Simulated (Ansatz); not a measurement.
# Cl3FH4NOTa: the cost of one run

All numbers below are computed with Ansatz 0.2.0 (RHF/def2-SVP).

### Step 1. The starting structure

Bond lengths: Ta1–Cl2 2.820 Å, Ta1–N3 2.160 Å, N3–H4 1.060 Å, N3–H5 1.060 Å, Ta1–Cl6 2.470 Å, Ta1–F7 1.930 Å, Ta1–Cl8 2.470 Å, Ta1–O9 2.320 Å, O9–H10 1.010 Å. Angles (14 of 19 angles, heavy atoms first): Cl2–Ta1–N3 90.0°, Cl2–Ta1–Cl6 90.0°, Cl2–Ta1–F7 120.0°, Cl2–Ta1–Cl8 120.0°, Cl2–Ta1–O9 71.6°, N3–Ta1–Cl6 180.0°, N3–Ta1–F7 90.0°, N3–Ta1–Cl8 90.0°, N3–Ta1–O9 117.9°, Cl6–Ta1–F7 90.0°, Cl6–Ta1–Cl8 90.0°, Cl6–Ta1–O9 62.1°, F7–Ta1–Cl8 120.0°, F7–Ta1–O9 150.8°.

Coordinates:

```xyz
11

Ta    0.0000    0.0000    0.0000
Cl    2.8200    0.0000    0.0000
N     0.0000    0.0000    2.1600
H    -0.2456   -0.8845    2.6900
H     0.2456    0.8845    2.6900
Cl    0.0000    0.0000   -2.4700
F    -0.9650    1.6714    0.0000
Cl   -1.2350   -2.1390    0.0000
O     0.7315   -1.9161   -1.0843
H     0.5066   -2.7266   -0.5252
H     1.9721   -1.3445   -0.7608
```

### Step 2. Pulling towards end A

Springs on the bonds that form and break draw the guess towards this end; the thresholds are loose.

Input file input.yaml:

```yaml
crystal:
  periodic: [false, false, false]
  atoms:
    - { symbol: Ta, position_ang: [0.0, 0.0, 0.0] }
    - { symbol: Cl, position_ang: [2.82, 0.0, 0.0] }
    - { symbol: "N", position_ang: [0.0, 0.0, 2.16] }
    - { symbol: H, position_ang: [-0.2456, -0.8845, 2.69] }
    - { symbol: H, position_ang: [0.2456, 0.8845, 2.69] }
    - { symbol: Cl, position_ang: [0.0, 0.0, -2.47] }
    - { symbol: F, position_ang: [-0.965, 1.6714, 0.0] }
    - { symbol: Cl, position_ang: [-1.235, -2.139, 0.0] }
    - { symbol: O, position_ang: [0.7315, -1.9161, -1.0843] }
    - { symbol: H, position_ang: [0.5066, -2.7266, -0.5252] }
    - { symbol: H, position_ang: [1.9721, -1.3445, -0.7608] }
basis:
  gaussian: { orbitals: def2-SVP }
hamiltonian:
  xc: hf
relax:
  f_tol: 0.15
  max_steps: 25
  restrain:
    - { distance: [0, 8], at: 3.22, k: 30.0 }
    - { distance: [10, 1], at: 2.57, k: 30.0 }
    - { distance: [0, 1], at: 2.47, k: 30.0 }
    - { distance: [10, 8], at: 1.01, k: 30.0 }
```

Run with:

```bash
> ansatz run input.yaml --threads 4 --pin off --max-ram 5120MiB --backend cpu --events-out ev --progress --plain --runs-dir out
```

What time and memory should one allow on 4 threads of Arm Neoverse V1, shared host?

About 48 s, with a peak of 0.47 GiB.
